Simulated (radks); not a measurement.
**Ionising palladium step by step, Pd²³⁺ to Pd⁴⁵⁺**

The task here is to estimate one member of a computed series from the others.

Method: Dirac Kohn-Sham, exchange-only PBE, spin-unpolarised, spherical densities, finite nucleus; open shells fill j = l - 1/2 first. Code: radks (a radial shooting solver on a logarithmic mesh, Libxc functionals) version 1.

**The atom as given**

- element: palladium (Z = 46)
- charges: 23 to 45
- first configuration: [Ar] 3d5
- last configuration: 1s1

The first run:

The run's settings:

```text
Z 46
configuration [Ar] 3d5
relativity Dirac
functional pbe,
spin unpolarised
j_filling energy
nucleus finite rms 4.5318 fm
c 137.035999084
```

Among the steps run: Pd²³⁺, [Ar] 3d5.

One table of the session follows, with a row left open; its other results are not shown here.

It belongs to the step «Pd²³⁺, [Ar] 3d5». Sizes of the orbitals, from the radial functions (bohr):

| level | <r> | outermost maximum (interpolated) | 90 % within | nodes |
| --- | --- | --- | --- | --- |
| 2s1/2 | ? | ? | ? | ? |
| 2p1/2 | 0.1166 | 0.0904 | 0.191 | 0 |
| 2p3/2 | 0.1215 | 0.0945 | 0.197 | 0 |
| 3s1/2 | 0.3585 | 0.331 | 0.524 | 2 |
| 3p1/2 | 0.3468 | 0.316 | 0.518 | 1 |
| 3p3/2 | 0.3556 | 0.324 | 0.530 | 1 |
| 3d3/2 | 0.3193 | 0.263 | 0.495 | 0 |
| 3d5/2 | 0.3220 | 0.265 | 0.499 | 0 |

Q: Estimate the row for 2s1/2 from the others.

As computed: <r>: 0.1374; outermost maximum (interpolated): 0.117; 90 % within: 0.213; nodes: 1. In the column «<r>» it lies between 2p3/2 (0.1215) and 3d3/2 (0.3193).

To keep in mind: Spin polarisation and multiplet splitting are left out, so open shells lie too high by an amount that depends on their filling.
